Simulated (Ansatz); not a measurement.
# SiCl₃+: basis-set convergence

How large a basis does SiCl₃+ need? Two functionals are run in growing sets.

Program: Ansatz 0.2.0, Gaussian basis. Level of theory: one geometry, several basis sets. These are calculated values, not measurements.

Levels to be run: PBE0-D4/def2-SVP; ωB97M-V/def2-SVP; PBE0-D4/def2-QZVPP; ωB97M-V/def2-QZVPP; the functionals' def2-TZVPP values are taken from earlier runs.

## Step 1: The relaxed structure

All runs share one geometry, relaxed beforehand with PBE0-D4 in a triple-zeta def2 set.

SMILES `Cl[Si+](Cl)Cl`, 4 atoms, charge 1, spin multiplicity 1.

Atoms are counted from 1 here; the program's logs count them from 0.

Bond lengths: Cl1–Si2 1.947 Å, Si2–Cl3 1.947 Å, Si2–Cl4 1.947 Å. Angles: Cl1–Si2–Cl3 120.0°, Cl1–Si2–Cl4 120.0°, Cl3–Si2–Cl4 120.0°.

## Step 2: PBE0-D4 in def2-SVP

Input file in.yaml:

```yaml
crystal:
  periodic: [false, false, false]
  atoms:
    - {symbol: Cl, position_ang: [-1.556046, -0.622342, 0.990905]}
    - {symbol: Si, position_ang: [-0.000013, -0.000081, -0.000072]}
    - {symbol: Cl, position_ang: [1.772029, -0.669592, 0.449493]}
    - {symbol: Cl, position_ang: [-0.215970, 1.292014, -1.440326]}
basis:
  gaussian: {orbitals: def2-SVP}
total_charge: 1
hamiltonian: {xc: pbe0, dispersion: d4}
output: {orbitals: {seedname: orbitals}}
```

The runs that follow: ωB97M-V in def2-SVP; PBE0-D4 in def2-QZVPP; ωB97M-V in def2-QZVPP.

Q: Predict the results of all the runs planned. Wanted: PBE0-D4: double and triple zeta above quadruple; ωB97M-V: double and triple zeta above quadruple.

The runs gave:

| quantity | value |
| --- | --- |
| PBE0-D4: double and triple zeta above quadruple | 17.44, 1.36 eV |
| ωB97M-V: double and triple zeta above quadruple | 17.13, 1.28 eV |

In words: PBE0-D4 gains 16.08 eV from double to triple zeta, then 1.36 eV more. These are total energies; as a rule much of such shifts cancels in differences, which this series doesn't test.
